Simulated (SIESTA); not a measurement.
TiAu4:

```xyz
5
Lattice="-3.2748 3.2748 1.9818 3.2748 -3.2748 1.9818 3.2748 3.2748 -1.9818" Properties=species:S:1:pos:R:3 pbc="T T T"
Au    1.3567    2.5880    0.0000
Au    1.9181    0.6868    1.9818
Au   -0.6868    1.9181    1.9818
Au    3.9617    1.3567    0.0000
Ti    0.0000    0.0000    0.0000
```

The cell comes from a database or a generator and needn't be the stable form of this composition.

- Program: SIESTA 5.4.2
- Task: single point
- Functional: PBEsol
- Potentials or basis: PseudoDojo 0.4 standard (PBEsol files)
- Basis: DZP (energy shift 0.003 Ry; two zetas on semicore shells)
- Grid cutoff: 800 Ry
- Energy shift: 0.003 Ry
- k mesh: 8 × 8 × 8
- Occupations: fermi-dirac, width 0.05 eV
- Spin: no spin polarisation

On this cell: pressure -3.9 GPa; largest force 0.133 eV/Å; band gap on the k mesh none (metal or under the smearing width).

The same run follows on a disturbed copy (atoms moved at random, drawn with an rms of 0.05 Å):

```
Au Ti
1.0
    -3.27483    3.27483    1.98183
     3.27483   -3.27483    1.98183
     3.27483    3.27483   -1.98183
Au Ti
4 1
Direct
  0.40503 0.20855 0.60835
  0.61595 0.79494 0.39249
  0.78552 0.38559 0.17620
  0.21533 0.60929 0.81361
  0.01232 0.00766 0.00082
```

What does the disturbed cell give?

The energy (extrapolated to zero smearing) moves by +10.2 meV/atom; pressure -3.4 GPa; largest force 0.896 eV/Å; band gap on the k mesh none (metal or under the smearing width).

Forces on the atoms (eV/Å):
```
Au  -0.333 -0.436  0.138
Au   0.339  0.050 -0.156
Au   0.499  0.678  0.305
Au  -0.515 -0.226 -0.113
Ti   0.012 -0.067 -0.174
```

Stress tensor (GPa, compression positive):
```
-3.59  0.50  0.25
 0.50 -3.01  0.21
 0.25  0.21 -3.48
```

Caveats: short orbitals over semicore shells can move pressures by several GPa; the basis of atomic orbitals isn't converged, which shifts pressures, moduli and gaps.
